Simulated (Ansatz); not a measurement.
# HgSbS: the cost of one run

Method: DFT PBE, scalar-relativistic, plane waves, PAW, in Ansatz 0.2.0.

**1. The starting structure**

The structure is hexagonal, space group P-6m2 (No. 187). The conventional cell has a = 4.445 Å, b = 4.445 Å, c = 4.303 Å, α = 90.00°, β = 90.00°, γ = 120.00°. Hg (site symmetry -6m2) has 6 S at 3.35 Å and 6 Sb at 3.35 Å as nearest neighbours. Sb (site symmetry -6m2) is surrounded by 3 S at 2.57 Å. S (site symmetry -6m2) is surrounded by 3 Sb at 2.57 Å and 6 Hg at 3.35 Å.

Coordinates:

```cif
data_structure
_symmetry_space_group_name_H-M 'P 1'
_symmetry_Int_Tables_number 1
_cell_length_a 4.4447
_cell_length_b 4.4447
_cell_length_c 4.3031
_cell_angle_alpha 90.000
_cell_angle_beta 90.000
_cell_angle_gamma 120.000
_cell_volume 73.62
loop_
_atom_site_label
_atom_site_type_symbol
_atom_site_fract_x
_atom_site_fract_y
_atom_site_fract_z
_atom_site_occupancy
Hg1 Hg 0.00000 0.00000 0.50000 1
Sb1 Sb 0.66667 0.33333 0.00000 1
S1 S 0.33333 0.66667 0.00000 1
```

Recipe of the guess: species swapped into a database cell of TmNiAs (P-6m2, No. 187), with Hg on the Tm sites, S on the Ni sites and Sb on the As sites. Its size is a rough estimate.

**2. Probe: one point on a coarse mesh**

The input, input.yaml:

```yaml
crystal:
  lattice:
    - [4.44473213, 0.0, 0.0]
    - [-2.22236606, 3.84925094, 0.0]
    - [0.0, 0.0, 4.30313299]
  atoms:
    - { symbol: Hg, position: [0.0, 0.0, 0.5] }
    - { symbol: Sb, position: [0.66666667, 0.33333333, 0.0] }
    - { symbol: S, position: [0.33333333, 0.66666667, 0.0] }
basis:
  ecutwfc: 420
kpoints:
  mp_grid: { grid: [6, 6, 4] }
hamiltonian:
  xc: pbe
scf:
  occupations: { method: gaussian, width: 0.1 }
  lower_state_search: "off"
output:
  forces: true
  stress: true
  eigenvalues: true
```

On the command line:

```console
$ ansatz run input.yaml --threads 1 --pin off --max-ram 2560MiB --backend cpu --events-out ev --progress --plain --runs-dir out
```

Q: Estimate wall time and peak memory on 1 thread of Arm Neoverse V2, shared host.

About 2.9 s, with a peak of 0.35 GiB.
